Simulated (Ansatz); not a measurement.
This script drives Ansatz 0.2.0, Python API.

`torsion_ch7gen.py`:
```python
'''Rigid torsion scan of CH7GeN.'''

from dataclasses import dataclass
import warnings

import ansatz as az
from ase import Atoms


@dataclass(frozen=True)
class RunConfig:
    basis_set: str = 'def2-SVP'
    functional: str = 'CAM-B3LYP'
    force_tol: float = 0.02


settings = RunConfig()

warnings.simplefilter('ignore', az.DeckWarning)

atoms = Atoms(['C', 'Ge', 'N', 'H', 'H', 'H', 'H', 'H', 'H', 'H'], positions=[
    [-0.9827, 0.4889, -0.914],
    [0.0461, -0.6693, 0.1554],
    [1.0607, 0.3337, 1.3208],
    [-1.578, -0.0492, -1.6311],
    [-0.3651, 1.204, -1.5186],
    [-1.69, 1.15, -0.2666],
    [0.9975, -1.5017, -0.7632],
    [-0.8392, -1.5947, 0.9544],
    [1.7356, 0.933, 0.7914],
    [1.6981, -0.3457, 1.8744],
])

# relax first, so that the scan starts from a minimum
first = (
    az.Crystal.molecule_from_ase(atoms).calculation()
    .basis(gaussian=settings.basis_set)  # atom-centred Gaussian functions
    .functional(settings.functional)
    .relax(force_tolerance=settings.force_tol, max_steps=80)  # relax until the tolerances are met
)
atoms.positions = first.run(threads=1, pin='off').report['positions_ang']

start = atoms.get_dihedral(2, 1, 0, 3)
energies = {}
for turn in range(0, 121, 20):
    turned = atoms.copy()
    turned.set_dihedral(2, 1, 0, 3, start + turn, indices=[0, 3, 4, 5])
    base = (
        az.Crystal.molecule_from_ase(turned).calculation()
        .basis(gaussian=settings.basis_set)
        .functional(settings.functional)
    )
    energies[round((start + turn) % 360)] = base.run(threads=1, pin='off').report['free_energy_ev']
floor = min(energies.values())
print('dihedral N2-Ge1-C0-H3 (deg)   E - E(min) (kcal/mol)')
for angle, e in sorted(energies.items()):
    print(f'{angle:8d} {23.060548 * (e - floor):14.3f}  ' + '#' * int(30 * (e - floor) / max(max(energies.values()) - floor, 1e-9)))
```

It is started by `python torsion_ch7gen.py`. How long does it take on 1 thread of Arm Neoverse V2 (shared host), and how much memory does it need?

It took about 58 s, with a peak of 0.31 GiB, for 8 runs of the engine.

```console
$ python torsion_ch7gen.py
dihedral N2-Ge1-C0-H3 (deg)   E - E(min) (kcal/mol)
     182          0.000
     202          0.220  ######
     222          0.689  #####################
     242          0.954  ##############################
     262          0.743  #######################
     282          0.265  ########
     302          0.019
```

The scan is rigid and the energies are electronic, in a modest basis. With rigid groups the curve can differ much from the relaxed path, the start wasn't checked as a minimum of this torsion, and equivalent turns needn't return to the same energy.

(A comment or docstring line of the script was reworded after the run, the code is as it ran.)
